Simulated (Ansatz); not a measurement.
# CH₂FI: up Jacob's ladder to CCSD(T)

The task here is to estimate one member of a computed series from the others.

The runs use Ansatz 0.2.0, Gaussian basis; functionals in def2-TZVPP, the program's frozen cores in correlated methods.

The runs, in order: LDA (SPW92), PBE-D4, revPBE-D4, BLYP-D4, r2SCAN-D4, B97M-V, PBE0-D4, B3LYP-D4, r2SCANh-D4, r2SCAN0-D4, HSE06-D4, BHLYP-D4, CAM-B3LYP-D4, LC-ωPBE, ωB97X-V, ωB97M-V, B2PLYP, PBE-QIDH; CCSD(T)/def2-SVP; CCSD(T)/def2-TZVPP; CCSD(T)/def2-QZVPP; extrapolation to the limit; RPA on PBE.

### The geometry

All runs share one geometry, relaxed beforehand with PBE0-D4 in a triple-zeta def2 set. I takes the def2 core potential; no spin-orbit term is included.

SMILES `FCI`, 5 atoms, charge 0, spin multiplicity 1.

Atoms are counted from 1 here; the program's logs count them from 0.

Bond lengths: F1–C2 1.353 Å, C2–I3 2.142 Å, C2–H4 1.088 Å, C2–H5 1.088 Å. Angles: F1–C2–I3 111.0°, F1–C2–H4 109.9°, F1–C2–H5 109.9°, I3–C2–H4 106.6°, I3–C2–H5 106.6°, H4–C2–H5 112.7°.

Geometry (Å):

```xyz
5
charge 0, multiplicity 1
F     1.1963    0.7109   -0.1755
C     0.1606   -0.1141    0.1034
I    -1.6323    0.5479   -0.8642
H     0.3681   -1.1120   -0.2772
H    -0.0427   -0.1062    1.1722
```

The first run:

in.yaml reads:

```yaml
crystal:
  periodic: [false, false, false]
  atoms:
    - {symbol: F, position_ang: [1.196254, 0.710859, -0.175539]}
    - {symbol: C, position_ang: [0.160617, -0.114144, 0.103400]}
    - {symbol: I, position_ang: [-1.632294, 0.547931, -0.864187]}
    - {symbol: H, position_ang: [0.368116, -1.111996, -0.277239]}
    - {symbol: H, position_ang: [-0.042693, -0.106249, 1.172163]}
basis:
  gaussian: {orbitals: def2-TZVPP}
hamiltonian: {xc: lda}
output: {orbitals: {seedname: orbitals}}
```

The run is started by

```sh
$ ansatz run in.yaml --threads 2 --pin off --events-out ev --progress --plain --max-ram 32768MiB --backend cpu
```

Among the steps run: LDA; PBE-D4 (GGA); revPBE-D4 (GGA); BLYP-D4 (GGA); r2SCAN-D4 (meta-GGA); B97M-V (meta-GGA); PBE0-D4 (hybrid); B3LYP-D4 (hybrid); r2SCANh-D4 (hybrid); r2SCAN0-D4 (hybrid); HSE06-D4 (hybrid); BHLYP-D4 (hybrid); CAM-B3LYP-D4 (range-separated); LC-ωPBE (range-separated); ωB97X-V (range-separated); ωB97M-V (range-separated); B2PLYP (double hybrid); PBE-QIDH (double hybrid).

One table of the session follows, with a row left open; its other results are not shown here.

It belongs to the step «Frontier levels by functional». 

| functional | HOMO (eV) | gap (eV) |
| --- | --- | --- |
| LDA (SPW92) | -6.55 | 4.38 |
| PBE-D4 | -6.40 | 4.43 |
| revPBE-D4 | -6.35 | 4.46 |
| BLYP-D4 | -6.24 | 4.35 |
| r2SCAN-D4 | -6.69 | 4.93 |
| B97M-V | -6.71 | 4.98 |
| PBE0-D4 | -7.58 | 6.52 |
| B3LYP-D4 | -7.35 | 6.01 |
| r2SCANh-D4 | -7.12 | 5.69 |
| r2SCAN0-D4 | -7.77 | 6.83 |
| HSE06-D4 | -7.19 | 5.75 |
| BHLYP-D4 | -8.60 | 8.47 |
| CAM-B3LYP-D4 | -8.88 | 8.85 |
| LC-ωPBE | ? | ? |
| ωB97X-V | -9.89 | 10.95 |
| ωB97M-V | -9.76 | 10.66 |

Estimate the missing values for LC-ωPBE.

The run gave: HOMO (eV): -10.24; gap (eV): 11.42. In the column «HOMO (eV)» it is the lowest.
